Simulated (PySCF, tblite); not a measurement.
# C3H4Cl2OSi: geometry, infrared bands and NMR shifts

Wanted: the infrared bands and NMR shifts of C3H4Cl2OSi (`O=C(Cl)/C=C(/[SiH3])Cl`), by calculation.

Computed with tblite 0.8.0 and PySCF 2.14.0, with density-fitted response routines of our own, on a single molecule in the gas phase. Atoms count from 0, in the outputs and in this text.

## (1) Starting geometry

11 atoms, charge 0, multiplicity 1; geometry from: force field or distance geometry start.

Bonds of the start (Å): O0–C1 1.25, C1–Cl2 1.79, C1–C3 1.45, C3–C4 1.30, C4–Si5 1.83, C4–Cl6 1.77, C3–H7 1.09, Si5–H8 1.48, Si5–H9 1.47, Si5–H10 1.49.

## (2) Relaxing the molecule with GFN2-xTB

Job settings and geometry (Å):

```
{"job": {"kind": "relax", "xc": "GFN2-xTB", "basis": "xTB"}, "charge": 0, "multiplicity": 1}
O      2.455600     1.198200    -0.609500
C      2.143500     0.088200    -0.123700
Cl     3.529700    -0.958800     0.303600
C      0.775000    -0.346900     0.106300
C     -0.234300     0.414900    -0.185400
Si    -1.943300    -0.164700     0.104500
Cl    -0.001100     2.014800    -0.897600
H      0.582200    -1.322900     0.548300
H     -2.026900    -1.123300     1.225000
H     -2.554300    -0.820300    -1.055000
H     -2.720700     1.023400     0.557500
```

Command:

```bash
$ OMP_NUM_THREADS=1 python probes_run.py task.json out
```

This one command runs all jobs of the session in turn.

**Question.** This job is followed by: GFN2-xTB harmonic vibrations, gas phase; GIAO PBE0/pcSseg-1 NMR shielding, non-relativistic, gas phase. Predict these results of the whole session: strongest single infrared mode (GFN2-xTB); zero-point energy (GFN2-xTB); 13C shifts against TMS (PBE0/pcSseg-1); 1H shifts against TMS (PBE0/pcSseg-1, means over atoms taken as alike); 17O shifts against H2O (PBE0/pcSseg-1); 35Cl shifts against HCl (PBE0/pcSseg-1); 29Si shifts against TMS (PBE0/pcSseg-1); surface potential, 1st and 99th percentile.

The runs gave:

| quantity | value |
| --- | --- |
| strongest single infrared mode (GFN2-xTB) | 772 cm⁻¹, 429 km/mol |
| zero-point energy (GFN2-xTB) | 35.2 kcal/mol |
| 13C shifts against TMS (PBE0/pcSseg-1) | 171.8, 168.2, 140.4 ppm |
| 1H shifts against TMS (PBE0/pcSseg-1, means over atoms taken as alike) | 6.95, 4.31 ppm |
| 17O shifts against H2O (PBE0/pcSseg-1) | 587.5 ppm |
| 35Cl shifts against HCl (PBE0/pcSseg-1) | 516, 342 ppm |
| 29Si shifts against TMS (PBE0/pcSseg-1) | -62.7 ppm |
| surface potential, 1st and 99th percentile | -1.33 V and 1.58 V |

**Reading.** The optimisation took 100 steps and gained 0.524 eV; among the close pairs (by a distance rule), C4–Si5 changed most, from 1.828 to 1.906 Å. No mode is imaginary among the 27: a minimum at this level. The strongest single mode, at 772 cm⁻¹, has its largest shares on H8, H9 and H10 (the list is cut at 3 atoms). GFN2-xTB is a fitted tight-binding method: band positions and strengths are rough. Its intensities can rank the bands wrongly. H7 (hydrogen on an α carbon of a C=C–C=O unit) lies farthest downfield among hydrogen, at 6.95 ppm; attached to an sp2 carbon and in the plane of the double bond. At PBE0/pcSseg-1: The widest tensor belongs to O0: span 921 ppm, with a paramagnetic part of -649 ppm. By nearest atom (PBE0/pcSseg-1), the HOMO sits on O0 41 %; Cl6 23 % and the LUMO on C4 30 %; C1 19 %.
